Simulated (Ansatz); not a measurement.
Cu3Te:

```xyz
4
Lattice="3.9467 0.0000 0.0000 0.0000 3.9467 0.0000 0.0000 0.0000 3.9467" Properties=species:S:1:pos:R:3 pbc="T T T"
Te    0.0000    0.0000    0.0000
Cu    1.9733    1.9733    0.0000
Cu    1.9733    0.0000    1.9733
Cu    0.0000    1.9733    1.9733
```

The cell comes from a database or a generator and needn't be the stable form of this composition.

| Quantity | Value |
| --- | --- |
| Program | Ansatz 0.2.0 |
| Task | single point |
| Functional | PBE |
| Potentials or basis | Ansatz PAW |
| Cutoff | 420 eV (not typed: the program's choice for these potentials) |
| k mesh | 7 × 7 × 7 |
| Occupations | fermi-dirac, width 0.05 eV |
| Spin | no spin polarisation |

On this cell: pressure 1.1 GPa; largest force zero by symmetry; band gap on the k mesh none (metal or under the smearing width).

The same run follows on a disturbed copy (atoms moved at random, drawn with an rms of 0.05 Å):

```
Te Cu
1.0
     3.94666    0.00000    0.00000
     0.00000    3.94666    0.00000
     0.00000    0.00000    3.94666
Te Cu
1 3
Direct
  0.01404 0.00879 0.01303
  0.49826 0.51139 0.99668
  0.49292 0.01258 0.49856
  0.00686 0.50203 0.49002
```

Problem. What changes?

Solution. The energy (extrapolated to zero smearing) moves by +6.6 meV/atom; pressure 1.5 GPa; largest force 0.443 eV/Å; band gap on the k mesh none (metal or under the smearing width).

Forces in eV/Å, atoms in the order of the input:
```
Te  -0.316 -0.049 -0.306
Cu   0.172 -0.005 -0.050
Cu   0.225 -0.025  0.145
Cu  -0.080  0.080  0.211
```

Stress tensor (GPa, compression positive):
```
 1.40 -0.08  0.21
-0.08  1.45  0.11
 0.21  0.11  1.53
```
